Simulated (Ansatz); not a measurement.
Working through a single point from an input written key by key of CH5NSSi, SMILES C1N[SiH2]S1

Program: the Ansatz DFT code, driven from Python.

Contents of `ch5nssi.yaml`:
```yaml
crystal:
  periodic: [false, false, false]
  atoms:
    - { symbol: C, position_ang: [-0.2841, 0.9962, -0.4193] }
    - { symbol: "N", position_ang: [0.7857, 0.0705, -0.4126] }
    - { symbol: Si, position_ang: [0.1112, -0.9847, 0.7497] }
    - { symbol: S, position_ang: [-1.4957, -0.3046, -0.2501] }
    - { symbol: H, position_ang: [-0.418, 1.5851, -1.3923] }
    - { symbol: H, position_ang: [-0.3293, 1.7996, 0.3784] }
    - { symbol: H, position_ang: [0.8281, -0.4592, -1.2723] }
    - { symbol: H, position_ang: [0.582, -2.3561, 0.4443] }
    - { symbol: H, position_ang: [0.3085, -0.3931, 2.1571] }
basis:
  gaussian: { orbitals: cc-pVDZ }
hamiltonian:
  xc: pbe0
output:
  forces: true
```

The cells in order, each with its output:

```python
import ansatz as az
import numpy as np

session = az.Session.from_deck('ch5nssi.yaml')
r = session.plan(threads=1).execute().report
```

```python
for key in ('converged', 'free_energy_ev', 'reference_energy_ev', 'n_frozen', 'n_occupied', 'n_virtual'):
    print(f'{key:22s} {r[key]}')
symbols = ['C', 'N', 'Si', 'S', 'H', 'H', 'H', 'H', 'H']
field = r['mean_field']
print('<S^2> =', round(abs(field['state']['spin_squared']), 4), ' all-electron relativity setting:', field['relativity'])
print('passes:', field['passes'])
if 'symmetry' in field:
    print('occupied orbitals by irrep:', field['symmetry']['occupied'])
```

    converged              True
    free_energy_ev         -21310.234983424114
    reference_energy_ev    -21310.234983424114
    n_frozen               0
    n_occupied             [24, 24]
    n_virtual              [65, 65]
    <S^2> = 0.0  all-electron relativity setting: none
    passes: {'evaluations': 16, 'products': 12}
    occupied orbitals by irrep: [{'A': 24}, {'A': 24}]

```python
print('forces (eV/A)')
for symbol, f in zip(symbols, r['forces_ev_ang']):
    print(f'  {symbol:2s} {f[0]:9.4f} {f[1]:9.4f} {f[2]:9.4f}')
charges = r['charge_distribution']
print('dipole moment', round(4.803205 * float(np.linalg.norm(charges['dipole_moment_e_ang'])), 3), 'D')
print('Mulliken:', [(s, round(q, 3)) for s, q in zip(symbols, charges['mulliken_charges_e'])])
```

    forces (eV/A)
      C    -0.8262    1.7429   -1.9233
      N     5.3230    1.8837   -0.0381
      Si    1.7531   -1.2162    2.1407
      S    -6.7602    0.1695   -0.3992
      H     0.1641   -0.7382    0.9299
      H     0.4169   -1.0602   -0.2444
      H     0.0675    0.2423   -0.4690
      H    -0.0534   -0.4205    0.4968
      H    -0.0848   -0.6033   -0.4932
    dipole moment 0.676 D
    Mulliken: [('C', -0.066), ('N', -0.271), ('Si', 0.301), ('S', -0.165), ('H', 0.077), ('H', 0.091), ('H', 0.118), ('H', -0.043), ('H', -0.041)]

The settings weren't tested for convergence. The geometry is a force-field or estimated start, not a minimum of this method, and the basis set is short of its limit. Finished in 4.3 s on 1 thread of Arm Neoverse V1 (shared host), peak memory 0.23 GiB.
